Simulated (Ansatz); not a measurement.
# Ti13Cu4Ni3: the cost of one run

All numbers below are computed with Ansatz 0.2.0 (DFT PBE, scalar-relativistic, plane waves, PAW).

**1. The structure to begin with**

The cell holds 20 atoms (Cu4Ni3Ti13): a = 7.380 Å, b = 7.380 Å, c = 7.380 Å, α = 106.60°, β = 106.60°, γ = 115.38°.

The sites of an ideal fcc lattice, at a guessed lattice constant, take 13 Ti, 4 Cu, 3 Ni (sublattices apart by semicolons), with a shake of 0.02 Å. Warren-Cowley parameters of the first shell (negative: unlike neighbours preferred): Cu-Ni +0.03, Cu-Ti +0.01, Ni-Ti +0.02. In a cell this small the draw can fall short of the order aimed at.

Its coordinates follow in the input file.

**2. Relaxing on a coarse mesh**

Cell and atoms move without symmetry, on a coarse mesh with loose thresholds.

input.yaml

```yaml
crystal:
  lattice:
    - [-5.91698163, 3.94465442, 1.97232721]
    - [5.91698163, 3.94465442, -1.97232721]
    - [-1.97232721, -3.94465442, -5.91698163]
  atoms:
    - { symbol: Ti, position: [0.049227808, 0.349310708, 0.897760774] }
    - { symbol: Ti, position: [0.0986459802, 0.7039498425, 0.8018366104] }
    - { symbol: Ti, position: [0.552644795, 0.8530361582, 0.9034580714] }
    - { symbol: Ti, position: [0.1542230943, 0.0475392241, 0.7005216665] }
    - { symbol: Ti, position: [0.2012533935, 0.4067914216, 0.6026610136] }
    - { symbol: Ti, position: [0.6009640924, 0.1989238975, 0.8006117816] }
    - { symbol: Ti, position: [0.65333015, 0.5521159658, 0.7030602592] }
    - { symbol: Ti, position: [0.2993678269, 0.1033347712, 0.4011871105] }
    - { symbol: Ti, position: [0.3460770942, 0.4483489841, 0.2954535413] }
    - { symbol: Ti, position: [0.0008206488, 0.001888865, 0.0030599696] }
    - { symbol: Ti, position: [0.4548147018, 0.1518681386, 0.1002465423] }
    - { symbol: Ti, position: [0.8948910962, 0.2987739729, 0.1950062669] }
    - { symbol: Ti, position: [0.9588024432, 0.6556828904, 0.1041423449] }
    - { symbol: Ni, position: [0.248890689, 0.7504565323, 0.4990986256], spin: 2.0 }
    - { symbol: Ni, position: [0.7058042704, 0.902655703, 0.6025879991], spin: 2.0 }
    - { symbol: Ni, position: [0.3981469765, 0.8033300497, 0.1983147291], spin: 2.0 }
    - { symbol: Cu, position: [0.7490485115, 0.2452056696, 0.493037653] }
    - { symbol: Cu, position: [0.8002112567, 0.6044836995, 0.4001576939] }
    - { symbol: Cu, position: [0.8503364288, 0.9487394763, 0.2963228781] }
    - { symbol: Cu, position: [0.50185665, 0.5054079404, 0.0015812279] }
  symmetry: { detect: false }
basis:
  ecutwfc: 420
kpoints:
  mp_grid: { grid: [2, 2, 2], shift: [0.5, 0.5, 0.5] }
hamiltonian:
  xc: pbe
scf:
  occupations: { method: gaussian, width: 0.1 }
  lower_state_search: "off"
output:
  forces: true
  stress: true
  eigenvalues: true
  populations: true
magnetization:
  spin_polarized: true
relax:
  adjacent_minimum: "off"
  f_tol: 0.04
  max_steps: 50
  cell: { stress_tol: 0.3 }
```

Run with:

```bash
$ ansatz run input.yaml --threads 4 --pin off --max-ram 9216MiB --backend cpu --events-out ev --progress --plain --runs-dir out
```

Q: Estimate wall time and peak memory on 4 threads of AMD EPYC 9R45 (Zen 5), shared host.

About 3 min, with a peak of 1.6 GiB.
